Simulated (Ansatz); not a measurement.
**CH7BCl2OSi: basis-set convergence**

An exercise on one series of results from a longer session: the logs are not shown, and one member is left open.

The runs use Ansatz 0.2.0, Gaussian basis; one geometry, several basis sets.

The runs, in order: PBE0-D4/def2-SVP; ωB97M-V/def2-SVP; PBE0-D4/def2-QZVPP; ωB97M-V/def2-QZVPP; the functionals' def2-TZVPP values are taken from earlier runs.

## The relaxed structure

The geometry comes from an earlier relaxation with PBE0-D4 in a triple-zeta def2 set; it is a stationary point, not always the lowest conformer.

SMILES `C[B-](Cl)(Cl)[OH+][SiH3]`, 13 atoms, charge 0, spin multiplicity 1.

Atoms are counted from 1 here; the program's logs count them from 0.

Bond lengths: C1–B2 1.575 Å, C1–H7 1.092 Å, C1–H8 1.095 Å, C1–H9 1.093 Å, B2–Cl3 1.847 Å, B2–Cl4 1.840 Å, B2–O5 1.621 Å, O5–Si6 1.730 Å, O5–H10 0.965 Å, Si6–H11 1.472 Å, Si6–H12 1.485 Å, Si6–H13 1.471 Å. Angles: B2–C1–H7 109.8°, B2–C1–H8 111.9°, B2–C1–H9 111.7°, H7–C1–H8 106.9°, H7–C1–H9 107.8°, H8–C1–H9 108.5°, C1–B2–Cl3 115.0°, C1–B2–Cl4 114.8°, C1–B2–O5 108.4°, Cl3–B2–Cl4 112.4°, Cl3–B2–O5 100.8°, Cl4–B2–O5 103.6°, B2–O5–Si6 122.2°, B2–O5–H10 109.8°, Si6–O5–H10 115.3°, O5–Si6–H11 111.1°, O5–Si6–H12 99.9°, O5–Si6–H13 108.5° and more.

As a file:

```xyz
13
charge 0, multiplicity 1
C    -1.5943    0.2968    1.2659
B    -0.7346   -0.4887    0.2049
Cl    0.3823   -1.7810    0.9067
Cl   -1.6756   -1.0938   -1.2563
O     0.3478    0.5345   -0.4344
Si    1.9186    0.0156   -0.9403
H    -2.3285   -0.3738    1.7181
H    -2.1529    1.1206    0.8103
H    -0.9730    0.7013    2.0692
H    -0.0959    1.1490   -1.0324
H     1.8399   -1.2350   -1.7120
H     2.2905    1.1494   -1.8240
H     2.7960   -0.0296    0.2390
```

The first run:

in.yaml

```yaml
crystal:
  periodic: [false, false, false]
  atoms:
    - {symbol: C, position_ang: [-1.594288, 0.296790, 1.265946]}
    - {symbol: B, position_ang: [-0.734601, -0.488659, 0.204864]}
    - {symbol: Cl, position_ang: [0.382342, -1.781045, 0.906657]}
    - {symbol: Cl, position_ang: [-1.675611, -1.093777, -1.256256]}
    - {symbol: O, position_ang: [0.347839, 0.534479, -0.434444]}
    - {symbol: Si, position_ang: [1.918572, 0.015559, -0.940266]}
    - {symbol: H, position_ang: [-2.328476, -0.373823, 1.718106]}
    - {symbol: H, position_ang: [-2.152931, 1.120591, 0.810287]}
    - {symbol: H, position_ang: [-0.972964, 0.701274, 2.069218]}
    - {symbol: H, position_ang: [-0.095868, 1.149025, -1.032360]}
    - {symbol: H, position_ang: [1.839938, -1.234974, -1.711963]}
    - {symbol: H, position_ang: [2.290500, 1.149384, -1.824050]}
    - {symbol: H, position_ang: [2.796048, -0.029624, 0.238963]}
basis:
  gaussian: {orbitals: def2-SVP}
hamiltonian: {xc: pbe0, dispersion: d4}
output: {orbitals: {seedname: orbitals}}
```

On the command line:

```sh
$ ansatz run in.yaml --threads 4 --pin off --events-out ev --progress --plain --max-ram 11315MiB
```

Among the steps run: PBE0-D4 in def2-SVP; ωB97M-V in def2-SVP; PBE0-D4 in def2-QZVPP; ωB97M-V in def2-QZVPP.

One table of the session follows, with a row left open; its other results are not shown here.

It belongs to the step «Density functionals: the series». 

| functional | basis | HOMO (eV) |
| --- | --- | --- |
| PBE0-D4 | def2-SVP | -7.86 |
| PBE0-D4 | def2-TZVPP | -8.10 |
| PBE0-D4 | def2-QZVPP | -8.14 |
| ωB97M-V | def2-SVP | -10.08 |
| ωB97M-V | def2-TZVPP | ? |
| ωB97M-V | def2-QZVPP | -10.42 |

Estimate the missing values for ωB97M-V, def2-TZVPP.

**Answer.** HOMO (eV): -10.38. In the column «HOMO (eV)» it lies between ωB97M-V, def2-QZVPP (-10.42) and ωB97M-V, def2-SVP (-10.08).
